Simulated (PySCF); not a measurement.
# Cu2H6O4 ([(OH)2Cu(mu-H)2Cu(OH)2]2-): the cost of one run

Computed with PySCF 2.14.0 and routines of our own; the level stands in each step. Atoms count from 0.

## 1. The starting structure

12 atoms, charge -2, high-spin multiplicity 3; geometry from: idealised, bond lengths from ionic radii.

The system (edge-sharing dimer): [(OH)2Cu(mu-H)2Cu(OH)2]2-. The metals (Cu(II), Cu(II)) are 2.65 Å apart; the bridge angle is 101°; the spin sites are atom 0 (1 unpaired) and atom 1 (1 unpaired).

## 2. Magnetic exchange: PBE0/def2-SVP in water

Job settings and geometry (Å):

```
{"job": {"kind": "bs", "xc": "PBE0", "basis": "def2-SVP", "grid": 1, "solvent": "water"}, "charge": -2, "high_spin_multiplicity": 3, "spin_sites": [[[0], 1], [[1], 1]]}
Cu    -1.327600     0.000000    -0.288700
Cu     1.327600     0.000000    -0.288700
H      0.000000     1.102200    -0.288700
H      0.000000    -1.102200    -0.288700
O     -2.651300    -1.363000    -0.288700
H     -2.955500    -1.676100     0.577500
O     -2.651300     1.363000    -0.288700
H     -2.955500     1.676100     0.577500
O      2.651300    -1.363000    -0.288700
H      2.955500    -1.676100     0.577500
O      2.651300     1.363000    -0.288700
H      2.955500     1.676100     0.577500
```

Method: PBE0/def2-SVP high-spin and broken-symmetry single points, IEF-PCM water.

Command:

```
> OMP_NUM_THREADS=1 python exch_run.py task.json out
```

The driver reads the jobs from task.json and runs them one after another.

Q: Estimate the wall time of this first job on 1 thread of Intel Xeon 6975P-C (Granite Rapids), shared host.

About 19 s.
